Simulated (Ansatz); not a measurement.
# EuAl2Zn2: the cost of one run

All numbers below are computed with Ansatz 0.2.0 (DFT PBEsol, scalar-relativistic, plane waves, PAW).

2 further runs of the same task are left out: 1 that didn't finish, 1 set aside as unsound or not needed. Runs told in other sessions of the task aren't counted.

### 1 The structure to begin with

The cell holds 20 atoms (Al8Eu4HfZn7): a = 5.856 Å, b = 5.856 Å, c = 11.013 Å, α = 90.00°, β = 90.00°, γ = 90.00°.

The coordinates of this cell stand in the input of its own run.

The host was relaxed before at PBEsol: a = 4.141 Å, b = 4.141 Å, c = 11.013 Å, α = 90.00°, β = 90.00°, γ = 90.00° (conventional cell), 18.881 Å³/atom.

Places, in fractions of the supercell: Hf in place of Zn at (0.000, 0.000, 0.390). Its neighbours start displaced at random, with a spread of 0.03 Å in each coordinate.

### 2 The perfect crystal in the supercell of 20 atoms

The input, input.yaml:

```yaml
crystal:
  lattice:
    - [4.1405195876, -4.1405195876, 0.0]
    - [-4.1405195876, -4.1405195876, 0.0]
    - [0.0, 0.0, -11.013112328]
  atoms:
    - { symbol: Al, position: [0.75, 0.25, 0.25] }
    - { symbol: Al, position: [0.25, 0.25, 0.75] }
    - { symbol: Al, position: [0.25, 0.75, 0.25] }
    - { symbol: Al, position: [0.75, 0.75, 0.75] }
    - { symbol: Al, position: [0.25, 0.25, 0.25] }
    - { symbol: Al, position: [0.75, 0.25, 0.75] }
    - { symbol: Al, position: [0.75, 0.75, 0.25] }
    - { symbol: Al, position: [0.25, 0.75, 0.75] }
    - { symbol: Eu, position: [0.0, 0.5, 0.5], spin: 7.33 }
    - { symbol: Eu, position: [0.5, 0.5, 0.0], spin: 7.33 }
    - { symbol: Eu, position: [0.5, 1.0, 0.5], spin: 7.33 }
    - { symbol: Eu, position: [1.0, 1.0, 1.0], spin: 7.33 }
    - { symbol: Zn, position: [0.0, 0.0, 0.3897578388] }
    - { symbol: Zn, position: [0.5, 0.0, 0.8897578388] }
    - { symbol: Zn, position: [0.5, 0.5, 0.3897578388] }
    - { symbol: Zn, position: [0.0, 0.5, 0.8897578388] }
    - { symbol: Zn, position: [0.0, 0.0, 0.6102421612] }
    - { symbol: Zn, position: [0.5, 0.0, 0.1102421612] }
    - { symbol: Zn, position: [0.5, 0.5, 0.6102421612] }
    - { symbol: Zn, position: [0.0, 0.5, 0.1102421612] }
basis:
  ecutwfc: 420
  xc_grid: 2
kpoints:
  mp_grid: { grid: [4, 4, 2], shift: [0.5, 0.5, 0.5] }
hamiltonian:
  xc: pbesol
scf:
  occupations: { method: gaussian, width: 0.05 }
  lower_state_search: "off"
output:
  forces: true
  stress: true
  eigenvalues: true
  populations: true
  hubbard: { sites: [{ species: Eu, l: f }] }
  write_density: true
  write_potential: true
  elf: true
  volumetric_format: npy
magnetization:
  spin_polarized: true
```

Launch:

```sh
ansatz run input.yaml --threads 8 --pin off --max-ram 14336MiB --backend cpu --events-out ev --progress --plain --runs-dir out
```

Q: Estimate wall time and peak memory on 8 threads of AMD EPYC 9R45 (Zen 5), shared host.

About 2.4 s, with a peak of 1.5 GiB.
